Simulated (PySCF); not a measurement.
**RbCl (triplet) at other levels of theory**

Starting from one script, swap the method and compare what comes out for RbCl (triplet).

The runs use PySCF 2.14.0; each script names its method and basis.

3 further runs of the same task are left out: 1 for a known fault of the program, 2 that didn't finish.

## Step 1: The system as given

RbCl (triplet): 2 atoms, charge 0, spin multiplicity 3.

Bond lengths: Rb1–Cl2 2.959 Å.

## Step 2: The run that the others are compared with

File input.py:

```python
from pyscf import gto, scf, mp

mol = gto.M(
    atom='Rb 0 0 0; Cl 0 0 2.959',
    basis='sto-3g',
    charge=0,
    spin=2,
    verbose=4,
)
mf = scf.UHF(mol)
mf.kernel()
mp.MP2(mf, frozen=14).kernel()
mf.dip_moment()
print('orbital energies (hartree):', [e[max(0, n-3):n+3].round(4) for e, n in zip(mf.mo_energy, mol.nelec)])
```

Command:

```bash
OMP_NUM_THREADS=1 python input.py
```

## Step 3: TDHF

Run 1 changes step after the SCF: mp2 → tddft; number of roots: none → 3.

input.py: that of step 2 with these lines changed.

```diff
@@ -1,2 +1,2 @@
-from pyscf import gto, scf, mp
+from pyscf import gto, scf, tdscf
 
@@ -11,3 +11,6 @@
 mf.kernel()
-mp.MP2(mf, frozen=14).kernel()
+td = tdscf.TDHF(mf)
+td.nstates = 3
+td.kernel()
+td.analyze()
 mf.dip_moment()
```

## Step 4: Frozen orbitals 15

Run 2 changes frozen orbitals: 14 → 15.

input.py: that of step 2 with these lines changed.

```diff
@@ -11,3 +11,3 @@
 mf.kernel()
-mp.MP2(mf, frozen=14).kernel()
+mp.MP2(mf, frozen=15).kernel()
 mf.dip_moment()
```

## Step 5: SCF alone

Run 3 changes step after the SCF: mp2 → none.

input.py: that of step 2 with these lines changed.

```diff
@@ -1,2 +1,2 @@
-from pyscf import gto, scf, mp
+from pyscf import gto, scf
 
@@ -11,3 +11,2 @@
 mf.kernel()
-mp.MP2(mf, frozen=14).kernel()
 mf.dip_moment()
```

## Step 6: Frequency run

Run 4 changes step after the SCF: mp2 → frequency.

input.py: that of step 2 with these lines changed.

```diff
@@ -1,2 +1,3 @@
-from pyscf import gto, scf, mp
+from pyscf import gto, scf
+from pyscf.hessian import thermo
 
@@ -11,3 +12,4 @@
 mf.kernel()
-mp.MP2(mf, frozen=14).kernel()
+hess = mf.Hessian().kernel()
+print('wavenumber (cm^-1) =', thermo.harmonic_analysis(mol, hess)['freq_wavenumber'].round(1))
 mf.dip_moment()
```

## Step 7: Geometry optimisation

Run 5 changes step after the SCF: mp2 → optimize.

File input.py:

```python
from pyscf import gto, scf
from pyscf.geomopt.geometric_solver import optimize

mol = gto.M(
    atom='Rb 0 0 0; Cl 0 0 2.959',
    basis='sto-3g',
    charge=0,
    spin=2,
    verbose=4,
)
mf = scf.UHF(mol)
mf.kernel()
mol_eq = optimize(mf, maxsteps=30)
print('optimised geometry (angstrom)')
print(mol_eq.tostring('raw'))
print('orbital energies (hartree):', [e[max(0, n-3):n+3].round(4) for e, n in zip(mf.mo_energy, mol.nelec)])
```

What does the calculation give? Wanted: for each run, E(SCF); from base; gap, α spin; SCF dipole; after the SCF.

As calculated:

```csv
run,E(SCF) (hartree),from base (eV),cycles,"gap, α spin (eV)",SCF dipole (D),after the SCF
base,-3362.126778,0,7,13.57,1.16,"MP2 correlation -0.449 eV, core frozen"
TDHF,-3362.126778,0.0000,7,13.57,1.16,lowest root found 0.00 eV
frozen orbitals 15,-3362.126778,0.0000,7,13.57,1.16,"MP2 correlation -0.447 eV, core frozen"
SCF alone,-3362.126778,0.0000,7,13.57,1.16,n/a
frequency run,-3362.126778,0.0000,7,13.57,1.16,highest mode 236 cm⁻¹
geometry optimisation,-3362.126778,0.0000,7,13.57,n/a,"bond 4.435 Å, -0.537 eV"
```

SCF columns refer to the geometry typed in the script.

In words: The dearest run is “geometry optimisation”, at 7.6 s against 0.99 s.
